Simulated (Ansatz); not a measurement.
# SiAsH5 + CH4: a complex and its separated parts

Aim: how far the complex at one end of a reaction step lies below its separated, relaxed parts, level by level.

Method: PBE0-D4/def2-TZVP structures, single points in def2-TZVPP, no counterpoise correction; program: Ansatz 0.2.0, Gaussian basis.

Levels: SPW92, PBE-D4, BLYP-D4, r2SCAN-D4, B97M-V, PBE0-D4, B3LYP-D4, r2SCAN0-D4, BHLYP-D4, CAM-B3LYP-D4, wB97X-V, wB97M-V, B2PLYP, PBE-QIDH, RPA on PBE, Hartree-Fock, MP2, CCSD, CCSD(T).

Cores are frozen in the correlated methods. Filled d shells of the heavier atoms are correlated. B3LYP uses VWN-RPA correlation. B2PLYP carries no dispersion term here.

95 further runs of the same task are left out: 1 that didn't finish, 94 set aside as unsound or not needed. Runs told in other sessions of the task aren't counted.

## Step 1: The system as given

The complex: 12 atoms, charge 0, spin multiplicity 1.

Atoms are counted from 1 here; the program's logs count them from 0.

Bond lengths: Si1–H3 1.486 Å, Si1–H4 1.486 Å, Si1–H5 1.485 Å, Si1–As7 2.365 Å, C2–H6 1.090 Å, C2–H8 1.090 Å, C2–H9 1.090 Å, C2–H10 1.090 Å, As7–H11 1.523 Å, As7–H12 1.523 Å. Angles: H3–Si1–H4 108.8°, H3–Si1–H5 109.1°, H3–Si1–As7 108.1°, H4–Si1–H5 109.1°, H4–Si1–As7 108.1°, H5–Si1–As7 113.6°, H6–C2–H8 109.4°, H6–C2–H9 109.6°, H6–C2–H10 109.4°, H8–C2–H9 109.5°, H8–C2–H10 109.4°, H9–C2–H10 109.5°, Si1–As7–H11 92.2°, Si1–As7–H12 92.2°, H11–As7–H12 92.2°.

Coordinates:

```mol
CH9AsSi
  3D, bonds by distance, orders not assigned

 12 10  0  0  0  0  0  0  0  0999 V2000
   -1.7371   -1.1547   -0.3170 Si  0  0
    1.2568    1.8930    0.4160 C   0  0
   -2.4342   -1.2922   -1.6224 H   0  0
   -2.5954   -1.7362    0.7479 H   0  0
   -1.5176    0.2861   -0.0320 H   0  0
    1.5647    0.8574    0.2740 H   0  0
    0.2621   -2.4150   -0.4169 As  0  0
    0.6002    1.9599    1.2831 H   0  0
    2.1362    2.5166    0.5758 H   0  0
    0.7226    2.2365   -0.4695 H   0  0
    0.7986   -1.7765    0.8572 H   0  0
    0.9434   -1.3750   -1.2960 H   0  0
  1  3  8  0
  1  4  8  0
  1  5  8  0
  1  7  8  0
  2  6  8  0
  2  8  8  0
  2  9  8  0
  2 10  8  0
  7 11  8  0
  7 12  8  0
M  END
```

Its parts: SiAsH5 holds atoms 1, 3, 4, 5, 7, 11, 12; CH4 holds atoms 2, 6, 8, 9, 10. Each part counts its atoms afresh in its own runs.

## Step 2: Relaxing SiAsH5 alone

Contents of relax-a/in.yaml:

```yaml
crystal:
  periodic: [false, false, false]
  atoms:
    - {symbol: Si, position_ang: [-1.737095, -1.154676, -0.316979]}
    - {symbol: H, position_ang: [-2.434199, -1.292187, -1.622404]}
    - {symbol: H, position_ang: [-2.595436, -1.736232, 0.747896]}
    - {symbol: H, position_ang: [-1.517585, 0.286068, -0.032033]}
    - {symbol: As, position_ang: [0.262067, -2.414974, -0.416881]}
    - {symbol: H, position_ang: [0.798603, -1.776503, 0.857157]}
    - {symbol: H, position_ang: [0.943355, -1.374975, -1.296039]}
basis:
  gaussian: {orbitals: def2-TZVP}
hamiltonian: {xc: pbe0, dispersion: d4}
relax: {f_tol: 0.005, max_steps: 200}
```

Command:

```sh
$ ansatz run in.yaml --threads 4 --pin off --events-out ev --progress --plain --max-ram 9574MiB
```

Further steps of the session: Relaxing CH4 alone; SPW92/def2-TZVPP; PBE-D4/def2-TZVPP; BLYP-D4/def2-TZVPP; r2SCAN-D4/def2-TZVPP; B97M-V/def2-TZVPP; PBE0-D4/def2-TZVPP; B3LYP-D4/def2-TZVPP; r2SCAN0-D4/def2-TZVPP; BHLYP-D4/def2-TZVPP; CAM-B3LYP-D4/def2-TZVPP; wB97X-V/def2-TZVPP; wB97M-V/def2-TZVPP; B2PLYP/def2-TZVPP; PBE-QIDH/def2-TZVPP; RPA on PBE/def2-TZVPP; CCSD(T)/def2-TZVPP; Vibrations of SiAsH5; Vibrations of CH4.

**Question.** What will these runs give? Wanted: complex less parts, CCSD(T)/def2-TZVPP; with zero-point energy; largest T1 diagnostic.

As calculated:

| quantity | value |
| --- | --- |
| complex less parts, CCSD(T)/def2-TZVPP | -0.034 eV |
| with zero-point energy | -0.017 eV |
| largest T1 diagnostic | 0.011 |

In words: At CCSD(T) the complex lies 0.034 eV below its parts. Among the functionals B97M-V lands nearest to CCSD(T) (-0.001 eV) and B2PLYP farthest (+0.034 eV). r2SCAN0-D4 is as near within the digits shown. By rung, the mean size of the error is: LDA 0.030, GGA 0.009, meta-GGA 0.001, hybrid 0.005, range-separated hybrid 0.004, double hybrid 0.026 eV. The double hybrids carry no dispersion term here, unlike the levels marked D4 or V. PBE-D4 gives a relative energy 0.016 eV too low, an error of 46 % of the reference. No counterpoise was applied, and triple zeta lacks some correlation, so the CCSD(T) reference has a basis error of its own, and close matches with it are partly luck.
